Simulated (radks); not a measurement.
**Nuclear size and the levels of Nb⁸⁺**

Aim: how the total energy, the levels and the density at the nucleus of Nb⁸⁺ respond when the nuclear radius is scaled.

The numbers are computed with radks (a radial shooting solver on a logarithmic mesh, Libxc functionals) version 1 (Dirac Kohn-Sham, LDA (Slater exchange, Perdew-Wang correlation), spin-unpolarised, spherical densities, finite nucleus; open shells are shared between the two j in proportion to 2j + 1), except any that are marked as measured or tabulated.

## Step 1: Starting point

| Property | Result |
| --- | --- |
| element | niobium (Z = 41) |
| charge | +8 |
| electrons | 33 |
| configuration | [Ar] 3d10 4s2 4p3 |
| nuclear rms radius | 4.324 fm |

Outer shells as boxes (Hund's rule):

Nb⁸⁺
```
[Ar] core
3d [↑↓][↑↓][↑↓][↑↓][↑↓]
4s [↑↓]
4p [↑ ][↑ ][↑ ]
```

## Step 2: rms radius 4.324 fm

Settings of this run:

```text
Z 41
configuration [Ar] 3d10 4s2 4p3 5s0 4d0
relativity Dirac
functional lda,pw
spin unpolarised
j_filling average
nucleus finite rms 4.324 fm
c 137.035999084
```

## Step 3: rms radius 3.7749 fm

Input: that of step 2 with these lines changed.

```diff
@@ -6,3 +6,3 @@
 j_filling average
-nucleus finite rms 4.324 fm
+nucleus finite rms 3.7749 fm
 c 137.035999084
```

## Step 4: rms radius 4.0386 fm

Input: that of step 3 with these lines changed.

```diff
@@ -6,3 +6,3 @@
 j_filling average
-nucleus finite rms 3.7749 fm
+nucleus finite rms 4.0386 fm
 c 137.035999084
```

## Step 5: rms radius 4.7088 fm

Input: that of step 4 with these lines changed.

```diff
@@ -6,3 +6,3 @@
 j_filling average
-nucleus finite rms 4.0386 fm
+nucleus finite rms 4.7088 fm
 c 137.035999084
```

## Step 6: rms radius 5.2926 fm

Input: that of step 5 with these lines changed.

```diff
@@ -6,3 +6,3 @@
 j_filling average
-nucleus finite rms 4.7088 fm
+nucleus finite rms 5.2926 fm
 c 137.035999084
```

Before running it: what results should come out? Wanted: for each run, rms radius; total energy shift; density at nucleus; 1s1/2 shift; 2s1/2 shift; 4s1/2 shift; 4p1/2 shift; 5s1/2 shift.

The runs gave:

| rms radius (fm) | total energy shift (eV) | density at nucleus (e/bohr³) | 1s1/2 shift (meV) | 2s1/2 shift (meV) | 4s1/2 shift (meV) | 4p1/2 shift (meV) | 5s1/2 shift (meV) |
| --- | --- | --- | --- | --- | --- | --- | --- |
| 3.7749 | -0.301 | 8.334e+04 | -127 | -13.5 | -0.438 | 0.0563 | -0.143 |
| 4.0386 | -0.161 | 8.276e+04 | -68.0 | -7.20 | -0.234 | 0.0301 | -0.0768 |
| 4.324 | 0 | 8.218e+04 | 0 | 0 | 0 | 0 | 0 |
| 4.7088 | 0.232 | 8.146e+04 | 98.3 | 10.4 | 0.338 | -0.0435 | 0.111 |
| 5.2926 | 0.619 | 8.049e+04 | 262 | 27.7 | 0.901 | -0.116 | 0.295 |

**Reading.** Shifts are against the first run. Over the range the 1s1/2 level moves by 0.389 eV and the 5s1/2 level by 0.439 meV. A larger nucleus binds the 1s electrons less and lowers the density at its centre. These are shifts of eigenvalues, not the field shifts of spectral lines.
